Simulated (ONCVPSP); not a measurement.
**Pseudopotential generation for C: ONCV, PBEsol**

Task: generate the file, and judge it by its errors in other configurations, its logarithmic derivatives, its ghosts and its cutoff.

Method: ONCVPSP 4.0.1.1 (patched build), PBEsol, scalar-relativistic.

**1. The atom and the settings**

Typed settings, in words:

```json
{
  "element": "carbon (C, Z = 6)",
  "type": "optimised norm-conserving Vanderbilt (ONCV)",
  "frozen core": "[He]",
  "valence charge": "4",
  "reference configuration": "2s1.5 2p2.5",
  "partial waves": "2s: rc 0.90 bohr, ncon 4, nbas 7, qcut 7.2 1/bohr, 1 projector; 2p: rc 2.55 bohr, ncon 4, nbas 7, qcut 5.7 1/bohr, 3 projectors, debl 0.5 Ha; d scattering state at 0.33 Ha: rc 2.65 bohr, ncon 4, nbas 7, qcut 3.6 1/bohr, 1 projector",
  "local potential": "polynomial inside 0.75 bohr (lpopt 5, dvloc0 1 Ha)",
  "core correction": "Teter function, fcfact 5.75, rcfact 1.55"
}
```

An earlier all-electron run gives the scale for the radii.

All-electron outer shells of the reference configuration (PBEsol, scalar-relativistic, ld1.x):

```tsv
shell	level (eV)	outermost node (bohr)	outermost maximum (bohr)
1s	-272.53	–	0.18
2s	-13.88	0.38	1.22
2p	-5.46	–	1.20
```

**2. Generation**

C.dat

```
# ATOM AND REFERENCE CONFIGURATION
# atsym  z   nc   nv     iexc    psfile
  C 6.00    1    2  -116133      upf
#
#   n    l    f
    1    0    2.00
    2    0    1.50
    2    1    2.50
#
# PSEUDOPOTENTIAL AND OPTIMIZATION
# lmax
    2
#
#   l,   rc,      ep,       ncon, nbas, qcut
    0    0.90    0.00    4    7    7.20
    1    2.55    0.00    4    7    5.70
    2    2.65    0.33    4    7    3.60
#
# LOCAL POTENTIAL
# lloc, lpopt,  rc(5),   dvloc0
    4    5    0.75    1.00
#
# VANDERBILT-KLEINMAN-BYLANDER PROJECTORs
# l, nproj, debl
    0    1    3.10
    1    3    0.50
    2    1    0.80
#
# MODEL CORE CHARGE
# icmod, fcfact, rcfact
    3    5.75    1.55
#
# LOG DERIVATIVE ANALYSIS
# epsh1, epsh2, depsh
   -2.00    5.00    0.02
#
# OUTPUT GRID
# rlmax, drl
    6.00    0.01
#
# TEST CONFIGURATIONS
# ncnf
    4
# nvcnf
#   n    l    f
    2
    2    0    2.00
    2    1    2.00
#
    2
    2    0    2.00
    2    1    1.00
#
    2
    2    0    2.00
    2    1    0.00
#
    2
    2    0    0.00
    2    1    4.00
#
```

Launch:

```sh
$ oncvpsp.x < C.dat > C.out
```

Before running it: what results should come out? Wanted: cutoffs for 1 and 0.1 mHa per electron, occupied waves; bound ghosts; GHOST(+) flags; largest test error; largest phase difference near zero energy, channels read; rms error of d²Exc/dn², without and with the model core.

**Answer**, as computed:

| quantity | value |
| --- | --- |
| cutoffs for 1 and 0.1 mHa per electron, occupied waves | 20 Ha and 112 Ha |
| bound ghosts | none found |
| GHOST(+) flags | d at 41 eV |
| largest test error (AE − PS) | +754 meV, for 2s2 2p0 |
| largest phase difference near zero energy, channels read | 0.007 rad |
| rms error of d²Exc/dn², without and with the model core | 1.29 and 1.37 mHa |

In words: The worst unpolarised test, 2s2 2p0, is off by 754 meV on 30.6 eV; by total energies transferability rates as poor. The potential is of middling hardness: the looser tolerance needs 20 Ha. The tighter tolerance needs 112 Ha, and converged work needs a cutoff nearer that. At the looser tolerance the 2s wave is the slowest; 2p needs 10 Ha. No bound ghost shows below the valence levels. Near zero energy the phases of the channels with partial waves agree within 0.007 rad. The program also flags highly localised states, GHOST(+) (d). All of this concerns the isolated atom, not yet a solid.
